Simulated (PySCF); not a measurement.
# InCl+: from the state search to spectroscopic constants, part 2 of 2

PySCF 2.14.0; In def2-TZVPPD with ECP28, Cl def2-TZVPPD; scalar-relativistic core potentials.

## (14) UHF

Log of the SCF at 2.314 Å:

```text
******** <class 'pyscf.scf.uhf_symm.SymAdaptedUHF'> ********
method = SymAdaptedUHF
[... 11 set-up lines left out, the same as in an earlier log ...]
max_memory 4900 MB (current use 1554 MB)
[... 1 set-up line left out, the same as in an earlier log ...]
Overwritten attributes  get_occ get_hcore get_k get_jk get_j  of <class 'pyscf.scf.uhf_symm.SymAdaptedUHF'>
<class 'pyscf.scf.uhf_symm.SymAdaptedUHF'> does not have attributes  refdm
[... 1 set-up line left out, the same as in an earlier log ...]
init E= -648.484155990119
cycle= 1 E= -648.50010909924  delta_E= -0.016  |g|= 0.0407  |ddm|= 0.557
cycle= 2 E= -648.501587596121  delta_E= -0.00148  |g|= 0.0141  |ddm|= 0.178
cycle= 3 E= -648.501968770999  delta_E= -0.000381  |g|= 0.00734  |ddm|= 0.0557
cycle= 4 E= -648.502122437252  delta_E= -0.000154  |g|= 0.00403  |ddm|= 0.0431
cycle= 5 E= -648.502189549789  delta_E= -6.71e-05  |g|= 0.00242  |ddm|= 0.0264
cycle= 6 E= -648.502217059784  delta_E= -2.75e-05  |g|= 0.00156  |ddm|= 0.0188
cycle= 7 E= -648.502230099288  delta_E= -1.3e-05  |g|= 0.000471  |ddm|= 0.0186
cycle= 8 E= -648.502231169703  delta_E= -1.07e-06  |g|= 0.000103  |ddm|= 0.00594
cycle= 9 E= -648.502231200824  delta_E= -3.11e-08  |g|= 3.57e-05  |ddm|= 0.000762
cycle= 10 E= -648.502231204013  delta_E= -3.19e-09  |g|= 1.17e-05  |ddm|= 0.000219
cycle= 11 E= -648.502231204314  delta_E= -3.01e-10  |g|= 3.56e-06  |ddm|= 3.65e-05
Extra cycle  E= -648.502231204336  delta_E= -2.16e-11  |g|= 2.12e-06  |ddm|= 5.9e-06
converged SCF energy = -648.502231204336  <S^2> = 0.7762155  2S+1 = 2.0260459
```

Re = 2.280 Å, ωe = 367 cm⁻¹, ωexe = 5.03 cm⁻¹, αe = 0.00101 cm⁻¹, Be = 0.1209 cm⁻¹, De = 0.188 eV, μ = -3.67 D. 30 s of CPU time for 12 points, integrals apart.

## (15) MP2 and coupled cluster

Reference: UHF; core orbitals frozen: 9; virtual orbitals above 20 hartree dropped in coupled cluster: 6. MP2 keeps all virtuals, so it differs from the MP2 energy in the coupled-cluster log.

Log of the coupled-cluster run at 2.314 Å:

```text
******** <class 'pyscf.cc.uccsd.UCCSD'> ********
CC2 = 0
CCSD nocc = (np.int64(10), np.int64(9)), nmo = (92, 92)
frozen orbitals [[0, 1, 2, 3, 4, 5, 6, 7, 8, 101, 102, 103, 104, 105, 106], [0, 1, 2, 3, 4, 5, 6, 7, 8, 101, 102, 103, 104, 105, 106]]
max_cycle = 80
direct = 0
conv_tol = 1e-07
conv_tol_normt = 1e-05
diis_space = 8
diis_start_cycle = 0
diis_start_energy_diff = 1e+09
max_memory 4900 MB (current use 1797 MB)
Init t2, MP2 energy = -0.414384573594628
Init E_corr(UCCSD) = -0.414384573599106
cycle = 1  E_corr(UCCSD) = -0.415733230298386  dE = -0.0013486567  norm(t1,t2) = 0.0858802
cycle = 2  E_corr(UCCSD) = -0.425163419261725  dE = -0.00943018896  norm(t1,t2) = 0.0285004
cycle = 3  E_corr(UCCSD) = -0.425914879683939  dE = -0.000751460422  norm(t1,t2) = 0.020792
cycle = 4  E_corr(UCCSD) = -0.428118616085573  dE = -0.0022037364  norm(t1,t2) = 0.0118314
cycle = 5  E_corr(UCCSD) = -0.428113871219536  dE = 4.74486604e-06  norm(t1,t2) = 0.00439216
cycle = 6  E_corr(UCCSD) = -0.427964831037774  dE = 0.000149040182  norm(t1,t2) = 0.00213612
cycle = 7  E_corr(UCCSD) = -0.428041850713998  dE = -7.70196762e-05  norm(t1,t2) = 0.00088454
cycle = 8  E_corr(UCCSD) = -0.428065246544412  dE = -2.33958304e-05  norm(t1,t2) = 0.000318242
cycle = 9  E_corr(UCCSD) = -0.428054670028409  dE = 1.0576516e-05  norm(t1,t2) = 0.00010442
cycle = 10  E_corr(UCCSD) = -0.42805396741421  dE = 7.02614199e-07  norm(t1,t2) = 3.22826e-05
cycle = 11  E_corr(UCCSD) = -0.42805489841752  dE = -9.3100331e-07  norm(t1,t2) = 1.49233e-05
cycle = 12  E_corr(UCCSD) = -0.428054994370603  dE = -9.59530824e-08  norm(t1,t2) = 5.76421e-06
UCCSD converged
E(UCCSD) = -648.9302861987065  E_corr = -0.4280549943706026
UCCSD(T) correction = -0.0157397479347908
```

Correlation energy (eV) along the bond:

| R (Å) | MP2 | SCS-MP2 | CCSD | CCSD(T) | T1 |
| --- | --- | --- | --- | --- | --- |
| 1.990 | -11.400 | -10.513 | n/a | n/a | n/a |
| 2.083 | -11.354 | -10.486 | -11.630 | -12.045 | 0.019 |
| 2.175 | -11.326 | -10.475 | -11.627 | -12.049 | 0.020 |
| 2.245 | -11.314 | -10.474 | -11.635 | -12.060 | 0.021 |
| 2.314 | -11.306 | -10.478 | -11.648 | -12.076 | 0.021 |
| 2.383 | -11.298 | -10.481 | -11.664 | -12.092 | 0.021 |
| 2.476 | -11.273 | -10.475 | -11.681 | -12.101 | 0.020 |
| 2.592 | -11.217 | -10.449 | -11.673 | -12.077 | 0.019 |
| 2.731 | -11.154 | -10.421 | -11.631 | -12.012 | 0.018 |
| 2.916 | -11.099 | -10.401 | n/a | n/a | n/a |

UHF-MP2: Re = 2.272 Å, ωe = 373 cm⁻¹, ωexe = 2.95 cm⁻¹, αe = 0.000763 cm⁻¹, Be = 0.1218 cm⁻¹, De = 0.60 eV.

UHF-SCS-MP2: Re = 2.285 Å, ωe = 360 cm⁻¹, ωexe = 3.65 cm⁻¹, αe = 0.000863 cm⁻¹, Be = 0.1205 cm⁻¹, De = 0.409 eV.

UHF-CCSD: Re = 2.297 Å, ωe = 335 cm⁻¹, ωexe = 4.78 cm⁻¹, αe = 0.00114 cm⁻¹, Be = 0.1192 cm⁻¹, De = 0.446 eV.

UHF-CCSD(T): Re = 2.299 Å, ωe = 341 cm⁻¹, ωexe = 3.80 cm⁻¹, αe = 0.000979 cm⁻¹, Be = 0.1189 cm⁻¹, De = 0.56 eV.

## (16) The curves together

Energy (eV) from each level's lowest point:

| R (Å) | UHF | UHF-MP2 | UHF-SCS-MP2 | UHF-CCSD | UHF-CCSD(T) | LDA | PBE | PBEsol | BP86 | r²SCAN | PBE0 | r²SCAN0 | BHandHLYP | ωB97X |
| --- | --- | --- | --- | --- | --- | --- | --- | --- | --- | --- | --- | --- | --- | --- |
| 1.990 | 0.996 | 0.907 | 0.960 | n/a | n/a | 0.861 | 1.079 | 0.946 | 1.093 | 0.948 | 0.964 | 0.890 | 1.016 | 0.971 |
| 2.083 | 0.385 | 0.342 | 0.377 | 0.403 | 0.416 | 0.336 | 0.479 | 0.389 | 0.490 | 0.381 | 0.394 | 0.338 | 0.425 | 0.398 |
| 2.175 | 0.086 | 0.071 | 0.089 | 0.107 | 0.113 | 0.078 | 0.157 | 0.106 | 0.164 | 0.097 | 0.106 | 0.072 | 0.123 | 0.110 |
| 2.245 | 0.002 | 0.000 | 0.006 | 0.016 | 0.018 | 0.004 | 0.042 | 0.017 | 0.045 | 0.011 | 0.016 | 0.000 | 0.025 | 0.020 |
| 2.314 | 0.000 | 0.005 | 0.000 | 0.000 | 0.000 | 0.000 | 0.000 | 0.000 | 0.000 | 0.000 | 0.000 | 0.002 | 0.000 | 0.000 |
| 2.383 | 0.048 | 0.062 | 0.045 | 0.032 | 0.032 | 0.044 | 0.010 | 0.033 | 0.007 | 0.040 | 0.033 | 0.053 | 0.023 | 0.026 |
| 2.476 | 0.144 | 0.183 | 0.147 | 0.111 | 0.119 | 0.149 | 0.073 | 0.124 | 0.066 | 0.141 | 0.122 | 0.164 | 0.093 | 0.095 |
| 2.592 | 0.248 | 0.343 | 0.277 | 0.223 | 0.248 | 0.315 | 0.193 | 0.276 | 0.181 | 0.299 | 0.261 | 0.324 | 0.199 | 0.195 |
| 2.731 | 0.313 | 0.470 | 0.369 | 0.330 | 0.377 | 0.522 | 0.350 | 0.465 | 0.332 | 0.483 | 0.421 | 0.495 | 0.310 | 0.294 |
| 2.916 | 0.330 | 0.543 | 0.407 | n/a | n/a | 0.761 | 0.528 | 0.681 | 0.506 | 0.673 | 0.581 | 0.653 | 0.408 | 0.381 |

The whole job (state search and all levels along the bond) took 14 min on 2 threads of Intel Xeon Platinum 8259CL @ 2.50GHz (shared host), peak memory 5.4 GiB.

## (17) Constants by level of theory

The summary covers parts 1 to 2.

Lowest PBE0 solution found, without spin–orbit coupling: ²Σ⁺ (doublet), unpaired electrons σ ↑. State 2 has its PBE0 minimum 0.51 eV higher. State 3 has its PBE0 minimum 5.09 eV higher. The other levels ran on the lowest alone.

| level | Re (Å) | ωe (cm⁻¹) | De (eV) | μ (D) |
| --- | --- | --- | --- | --- |
| UHF | 2.280 | 367 | 0.188 | -3.67 |
| UHF-MP2 | 2.272 | 373 | 0.60 | n/a |
| UHF-SCS-MP2 | 2.285 | 360 | 0.409 | n/a |
| UHF-CCSD | 2.297 | 335 | 0.446 | n/a |
| UHF-CCSD(T) | 2.299 | 341 | 0.56 | n/a |
| LDA | 2.283 | 345 | 1.27 | -2.31 |
| PBE | 2.332 | 311 | 0.83 | -2.55 |
| PBEsol | 2.299 | 336 | 1.06 | -2.46 |
| BP86 | 2.337 | 307 | 0.77 | -2.52 |
| r²SCAN | 2.291 | 349 | 0.93 | -2.72 |
| PBE0 | 2.298 | 337 | 0.77 | -2.85 |
| r²SCAN0 | 2.276 | 360 | 0.83 | -2.94 |
| BHandHLYP | 2.310 | 319 | 0.476 | -3.06 |
| ωB97X | 2.304 | 317 | 0.55 | -2.92 |

De is counted to In+ + Cl in their ground configurations. A positive dipole points from In to Cl; in an ion it is taken about the centre of mass and does not tell which atom is negative.

Differences from CCSD(T) in the same basis:

| level | Re (mÅ) | ωe (%) |
| --- | --- | --- |
| UHF | -19 | +7.5 |
| UHF-MP2 | -27 | +9.4 |
| UHF-SCS-MP2 | -15 | +5.5 |
| UHF-CCSD | -2 | -1.9 |
| LDA | -17 | +1.2 |
| PBE | +33 | -8.8 |
| PBEsol | 0 | -1.5 |
| BP86 | +38 | -10.1 |
| r²SCAN | -9 | +2.2 |
| PBE0 | -2 | -1.3 |
| r²SCAN0 | -24 | +5.5 |
| BHandHLYP | +10 | -6.6 |
| ωB97X | +5 | -7.0 |

Time per point (s) on 2 threads of Intel Xeon Platinum 8259CL at 2.50GHz, shared host (CPU time, shared integrals of 1.3 s apart; correlated levels include their reference; CCSD comes with the CCSD(T) run); the times are rough: UHF 2.5, UHF-MP2 4.2, UHF-SCS-MP2 4.2, LDA 1.2, PBE 1.7, PBEsol 1.1, BP86 1.1, r²SCAN 2, PBE0 4.5, r²SCAN0 3.4, BHandHLYP 2.5, ωB97X 5; the reference 140.

The cheapest levels within 11 mÅ and 2.5 % of CCSD(T): PBEsol (1.1 s), r²SCAN (2 s). The dearest run takes 140 s.

**Reading.** Against CCSD(T) in the same basis, the bond length is nearest at PBEsol (0 mÅ) and farthest at BP86 (+38 mÅ); the wavenumber is nearest at LDA (+1.2 %) and farthest at BP86 (-10.1 %). Hartree–Fock makes the bond too short and too stiff against this reference, as it mostly does. PBE has the long and soft bond that GGAs tend to give. Of the levels with a De here, UHF gives the least (0.188 eV) and LDA the most (1.27 eV).

Correlated steps freeze 9 core orbitals. Spin–orbit coupling is left out, which matters for elements this heavy, above all for dissociation energies.
